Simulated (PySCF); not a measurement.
**Cr⁵⁺, Mn⁶⁺: fine-structure interval with spin-orbit coupling**

Wanted: the fine-structure interval of these ions, up a ladder of methods.

Method: two-component X2C-1e, generalised determinants. Code: PySCF 2.14.0.

## Step 1: The system

```
Elements                                  : chromium (Z = 24), manganese (Z = 25)
Basis                                     : one for each species, given in its step
Hamiltonian                               : two-component X2C-1e, Gaussian nucleus, no Breit or QED terms; spin-orbit coupling, run by run: screened by Boettger's factors; bare
Core shells frozen in the correlated runs : [Ne] (for Cr⁵⁺)
State 1                                   : Cr⁵⁺ 3d J=5/2: [Ar] 3d1; 3d5/2 filled at m_j = +5/2
State 2                                   : Mn⁶⁺ 3d J=5/2: [Ar] 3d1; 3d5/2 filled at m_j = +5/2
Needed too, but not shown                 : Cr⁵⁺ [Ar] 3d1 (2D), Mn⁶⁺ [Ar] 3d1 (2D)
Methods                                   : GHF, GMP2
```

The outer shells:

Cr5+ [Ar] 3d1
```
[Ar] core
3d [↑ ][  ][  ][  ][  ]
```

Mn6+ [Ar] 3d1
```
[Ar] core
3d [↑ ][  ][  ][  ][  ]
```

All steps ran in one process of a driver on top of PySCF, which takes the settings above as its task.

The integrals over 127 functions and the set-up took 0.85 s of CPU time.

## Step 2: Cr⁵⁺ 3d J=5/2: the ladder of methods

Basis: an uncontracted even-tempered set (18 s from 0.2 bohr⁻², ratio 2.8; 12 p from 0.26 bohr⁻², ratio 2.8; 9 d from 0.26 bohr⁻², ratio 2.8; 4 f from 0.72 bohr⁻², ratio 3).

GHF (screened spin-orbit):

The program printed:

```text
cycle= 1 E= -1043.4616230221  delta_E= -1.04e+03  |FDS-SDF|= 0.0372
cycle= 2 E= -1043.4749851760  delta_E= -0.0134  |FDS-SDF|= 0.00794
cycle= 3 E= -1043.4758647904  delta_E= -0.00088  |FDS-SDF|= 0.00217
cycle= 4 E= -1043.4759029918  delta_E= -3.82e-05  |FDS-SDF|= 0.000308
cycle= 5 E= -1043.4759042442  delta_E= -1.25e-06  |FDS-SDF|= 4.5e-05
cycle= 6 E= -1043.4759042683  delta_E= -2.41e-08  |FDS-SDF|= 5e-06
cycle= 7 E= -1043.4759042686  delta_E= -2.88e-10  |FDS-SDF|= 5.96e-07
```

CPU time 8.7 s on a shared host, the integrals not counted.

Occupied spinors:

| spinor shell | electrons | mean energy (eV) | weight of the nominal j | rms radius (bohr) |
| --- | --- | --- | --- | --- |
| 1s1/2 | 2 | -6130.6 | 1.000 | 0.0734 |
| 2s1/2 | 2 | -814.48 | 1.000 | 0.316 |
| 2p1/2 | 2 | -701.21 | 0.997 | 0.285 |
| 2p3/2 | 4 | -692.65 | 0.998 | 0.288 |
| 3s1/2 | 2 | -174.34 | 1.000 | 0.921 |
| 3p3/2 | 4 | -137.08 | 0.883 | 0.971 |
| 3p1/2 | 2 | -138.04 | 0.767 | 0.965 |
| 3d5/2 | 1 | -90.838 | 1.000 | 1.04 |

M_J = 5/2, ⟨J²⟩ = 8.755, ⟨L²⟩ = 6.005, ⟨S²⟩ = 0.751. Rows whose weight is well below 1 mix j = l ± 1/2: exchange competes with spin-orbit coupling there.

GMP2 (screened spin-orbit):

This step left no log, only its results.

It used 0.83 s of CPU time after the integrals (shared host).

With 9 electrons correlated and 80 very high virtual spinors dropped, the MP2 correlation energy is -0.28673 hartree. Largest pairs: 3p1/2-3p3/2 -0.0863, 3p3/2-3p3/2 -0.0693, 3d5/2-3p3/2 -0.0346, 3p3/2-3s1/2 -0.0300, 3p1/2-3p1/2 -0.0206.

GHF (bare spin-orbit):

The program printed:

```text
cycle= 1 E= -1043.4626635040  delta_E= -1.04e+03  |FDS-SDF|= 0.0374
cycle= 2 E= -1043.4760317166  delta_E= -0.0134  |FDS-SDF|= 0.00794
cycle= 3 E= -1043.4769102938  delta_E= -0.000879  |FDS-SDF|= 0.00217
cycle= 4 E= -1043.4769486438  delta_E= -3.83e-05  |FDS-SDF|= 0.00031
cycle= 5 E= -1043.4769499177  delta_E= -1.27e-06  |FDS-SDF|= 4.5e-05
cycle= 6 E= -1043.4769499417  delta_E= -2.4e-08  |FDS-SDF|= 5.04e-06
cycle= 7 E= -1043.4769499420  delta_E= -2.94e-10  |FDS-SDF|= 5.96e-07
```

It used 8.7 s of CPU time after the integrals (shared host).

Occupied spinors:

| spinor shell | electrons | mean energy (eV) | weight of the nominal j | rms radius (bohr) |
| --- | --- | --- | --- | --- |
| 1s1/2 | 2 | -6130.6 | 1.000 | 0.0734 |
| 2s1/2 | 2 | -814.48 | 1.000 | 0.316 |
| 2p1/2 | 2 | -701.78 | 0.997 | 0.285 |
| 2p3/2 | 4 | -692.39 | 0.999 | 0.288 |
| 3s1/2 | 2 | -174.35 | 1.000 | 0.921 |
| 3p3/2 | 4 | -137.06 | 0.890 | 0.971 |
| 3p1/2 | 2 | -138.09 | 0.780 | 0.965 |
| 3d5/2 | 1 | -90.800 | 1.000 | 1.04 |

M_J = 5/2, ⟨J²⟩ = 8.755, ⟨L²⟩ = 6.005, ⟨S²⟩ = 0.751. Rows whose weight is well below 1 mix j = l ± 1/2: exchange competes with spin-orbit coupling there.

## Step 3: Mn⁶⁺ 3d J=5/2: the ladder of methods

Basis: an uncontracted even-tempered set (18 s from 0.27 bohr⁻², ratio 2.8; 12 p from 0.35 bohr⁻², ratio 2.8; 8 d from 0.35 bohr⁻², ratio 2.8; 4 f from 0.98 bohr⁻², ratio 3).

GHF (screened spin-orbit):

The program printed:

```text
cycle= 1 E= -1147.4232953216  delta_E= -1.15e+03  |FDS-SDF|= 0.0417
cycle= 2 E= -1147.4361352818  delta_E= -0.0128  |FDS-SDF|= 0.00797
cycle= 3 E= -1147.4368411484  delta_E= -0.000706  |FDS-SDF|= 0.00194
cycle= 4 E= -1147.4368659471  delta_E= -2.48e-05  |FDS-SDF|= 0.000275
cycle= 5 E= -1147.4368667151  delta_E= -7.68e-07  |FDS-SDF|= 4.28e-05
cycle= 6 E= -1147.4368667327  delta_E= -1.76e-08  |FDS-SDF|= 4.29e-06
cycle= 7 E= -1147.4368667329  delta_E= -1.77e-10  |FDS-SDF|= 4.8e-07
```

It used 7.3 s of CPU time after the integrals (shared host).

Occupied spinors:

| spinor shell | electrons | mean energy (eV) | weight of the nominal j | rms radius (bohr) |
| --- | --- | --- | --- | --- |
| 1s1/2 | 2 | -6712.9 | 1.000 | 0.0703 |
| 2s1/2 | 2 | -921.03 | 1.000 | 0.302 |
| 2p1/2 | 2 | -801.30 | 0.997 | 0.271 |
| 2p3/2 | 4 | -790.98 | 0.999 | 0.273 |
| 3s1/2 | 2 | -210.66 | 1.000 | 0.864 |
| 3p3/2 | 4 | -170.05 | 0.894 | 0.902 |
| 3p1/2 | 2 | -171.25 | 0.788 | 0.897 |
| 3d5/2 | 1 | -119.53 | 1.000 | 0.936 |

M_J = 5/2, ⟨J²⟩ = 8.755, ⟨L²⟩ = 6.004, ⟨S²⟩ = 0.751. Rows whose weight is well below 1 mix j = l ± 1/2: exchange competes with spin-orbit coupling there.

GMP2 (screened spin-orbit):

The driver printed no log here.

CPU time 0.76 s on a shared host, the integrals not counted.

With 9 electrons correlated and 72 very high virtual spinors dropped, the MP2 correlation energy is -0.29408 hartree. Largest pairs: 3p1/2-3p3/2 -0.0891, 3p3/2-3p3/2 -0.0715, 3d5/2-3p3/2 -0.0351, 3p3/2-3s1/2 -0.0302, 3p1/2-3p1/2 -0.0214.

GHF (bare spin-orbit):

The program printed:

```text
cycle= 1 E= -1147.4245374978  delta_E= -1.15e+03  |FDS-SDF|= 0.0418
cycle= 2 E= -1147.4373836655  delta_E= -0.0128  |FDS-SDF|= 0.00797
cycle= 3 E= -1147.4380887047  delta_E= -0.000705  |FDS-SDF|= 0.00195
cycle= 4 E= -1147.4381136152  delta_E= -2.49e-05  |FDS-SDF|= 0.000277
cycle= 5 E= -1147.4381143950  delta_E= -7.8e-07  |FDS-SDF|= 4.28e-05
cycle= 6 E= -1147.4381144125  delta_E= -1.75e-08  |FDS-SDF|= 4.33e-06
cycle= 7 E= -1147.4381144127  delta_E= -1.81e-10  |FDS-SDF|= 4.8e-07
```

CPU time 7.3 s on a shared host, the integrals not counted.

Occupied spinors:

| spinor shell | electrons | mean energy (eV) | weight of the nominal j | rms radius (bohr) |
| --- | --- | --- | --- | --- |
| 1s1/2 | 2 | -6712.9 | 1.000 | 0.0703 |
| 2s1/2 | 2 | -921.04 | 1.000 | 0.302 |
| 2p1/2 | 2 | -801.95 | 0.998 | 0.270 |
| 2p3/2 | 4 | -790.69 | 0.999 | 0.274 |
| 3s1/2 | 2 | -210.67 | 1.000 | 0.864 |
| 3p3/2 | 4 | -170.02 | 0.901 | 0.902 |
| 3p1/2 | 2 | -171.32 | 0.802 | 0.896 |
| 3d5/2 | 1 | -119.48 | 1.000 | 0.937 |

M_J = 5/2, ⟨J²⟩ = 8.755, ⟨L²⟩ = 6.005, ⟨S²⟩ = 0.751. Rows whose weight is well below 1 mix j = l ± 1/2: exchange competes with spin-orbit coupling there.

## Step 4: The energy differences

Fine-structure interval: Cr⁵⁺ [Ar] 3d1 [3d3/2^1, M_J = 3/2] → Cr⁵⁺ [Ar] 3d1 [3d5/2^1, M_J = 5/2].

| method | value (eV) |
| --- | --- |
| GHF (screened spin-orbit) | 0.1440 |
| GMP2 (screened spin-orbit) | 0.1025 |
| GHF (bare spin-orbit) | 0.2323 |

Fine-structure interval: Mn⁶⁺ [Ar] 3d1 [3d3/2^1, M_J = 3/2] → Mn⁶⁺ [Ar] 3d1 [3d5/2^1, M_J = 5/2].

| method | value (eV) |
| --- | --- |
| GHF (screened spin-orbit) | 0.1937 |
| GMP2 (screened spin-orbit) | 0.1547 |
| GHF (bare spin-orbit) | 0.3100 |

The differences also use runs on Cr⁵⁺ [Ar] 3d1 (2D), Mn⁶⁺ [Ar] 3d1 (2D), which are not shown here.

## Step 5: Summary of results

| quantity | value |
| --- | --- |
| fine-structure interval, Cr⁵⁺ → 3d J=5/2 | GHF (screened spin-orbit) 0.144, GMP2 (screened spin-orbit) 0.103 eV |
| fine-structure interval, Mn⁶⁺ → 3d J=5/2 | GHF (screened spin-orbit) 0.194, GMP2 (screened spin-orbit) 0.155 eV |

**Reading.** For the first difference the methods span 0.130 eV, from GMP2 (screened spin-orbit) (0.103) to GHF (bare spin-orbit) (0.232). No reference value is at hand in this session. The basis is finite, and no extrapolation was made.
